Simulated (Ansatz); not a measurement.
# C2H6AlBClN: up Jacob's ladder to CCSD(T)

The task here is to estimate one member of a computed series from the others.

Method: functionals in def2-TZVPP, the program's frozen cores in correlated methods; program: Ansatz 0.2.0, Gaussian basis.

Plan: PBE-D4, r2SCAN-D4, PBE0-D4, B3LYP-D4, ωB97X-V, ωB97M-V, B2PLYP; CCSD(T)/def2-TZVPP; MP2/def2-QZVPP; extrapolation to the limit.

### The relaxed structure

An earlier PBE0-D4 in a triple-zeta def2 set relaxation fixed the geometry.

12 atoms, charge 0, spin multiplicity 1.

Atoms are counted from 1 here; the program's logs count them from 0.

Bond lengths: C1–B2 1.539 Å, C1–H7 1.091 Å, C1–H8 1.096 Å, C1–H9 1.095 Å, B2–Cl3 1.821 Å, B2–C4 1.569 Å, C4–N5 1.283 Å, C4–Al6 2.009 Å, N5–H10 1.025 Å, Al6–H11 1.589 Å, Al6–H12 1.589 Å. Angles: B2–C1–H7 110.6°, B2–C1–H8 110.5°, B2–C1–H9 111.1°, H7–C1–H8 109.1°, H7–C1–H9 109.4°, H8–C1–H9 106.0°, C1–B2–Cl3 120.2°, C1–B2–C4 132.5°, Cl3–B2–C4 107.2°, B2–C4–N5 116.0°, B2–C4–Al6 104.2°, N5–C4–Al6 139.8°, C4–N5–H10 111.8°, C4–Al6–H11 118.9°, C4–Al6–H12 119.0°, H11–Al6–H12 121.2°.

The first run:

File in.yaml:

```yaml
crystal:
  periodic: [false, false, false]
  atoms:
    - {symbol: C, position_ang: [0.698888, -1.350887, 1.496169]}
    - {symbol: B, position_ang: [0.106470, -0.207582, 0.653810]}
    - {symbol: Cl, position_ang: [-0.685969, 1.215157, 1.467693]}
    - {symbol: C, position_ang: [0.015917, 0.032425, -0.893649]}
    - {symbol: N, position_ang: [0.540600, -0.874773, -1.634526]}
    - {symbol: Al, position_ang: [-0.947720, 1.786911, -1.065986]}
    - {symbol: H, position_ang: [1.154935, -2.104918, 0.853252]}
    - {symbol: H, position_ang: [-0.080601, -1.822657, 2.104867]}
    - {symbol: H, position_ang: [1.446236, -0.973708, 2.202058]}
    - {symbol: H, position_ang: [0.447324, -0.654066, -2.630760]}
    - {symbol: H, position_ang: [-2.521362, 1.780857, -1.283094]}
    - {symbol: H, position_ang: [-0.097722, 3.118142, -1.235833]}
basis:
  gaussian: {orbitals: def2-TZVPP}
hamiltonian: {xc: pbe, dispersion: d4}
output: {forces: true, orbitals: {seedname: orbitals}}
```

Launch:

```console
> ansatz run in.yaml --threads 4 --pin off --events-out ev --progress --plain --max-ram 10444MiB
```

Among the steps run: PBE-D4 (GGA); r2SCAN-D4 (meta-GGA); PBE0-D4 (hybrid); B3LYP-D4 (hybrid); ωB97X-V (range-separated); ωB97M-V (range-separated); B2PLYP (double hybrid); CCSD(T) in def2-TZVPP; MP2 in def2-QZVPP.

One of the session's tables, all rows but one given; the rest of the session is left out.

| method | atomisation energy (kJ/mol) |
| --- | --- |
| PBE-D4 | 4444.6 |
| r2SCAN-D4 | ? |
| PBE0-D4 | 4362.9 |
| B3LYP-D4 | 4341.8 |
| ωB97X-V | 4351.9 |
| ωB97M-V | 4361.3 |
| B2PLYP | 4287.4 |
| HF/def2-TZVPP | 3151.7 |
| MP2/def2-TZVPP | 4288.9 |
| CCSD/def2-TZVPP | 4131.5 |
| CCSD(T)/def2-TZVPP | 4207.3 |
| MP2/CBS | 4402.5 |
| CCSD(T)/CBS | 4320.8 |

Estimate the missing values for r2SCAN-D4.

The run gave: atomisation energy (kJ/mol): 4359.9. In the column «atomisation energy (kJ/mol)» it lies between ωB97X-V (4351.9) and ωB97M-V (4361.3).
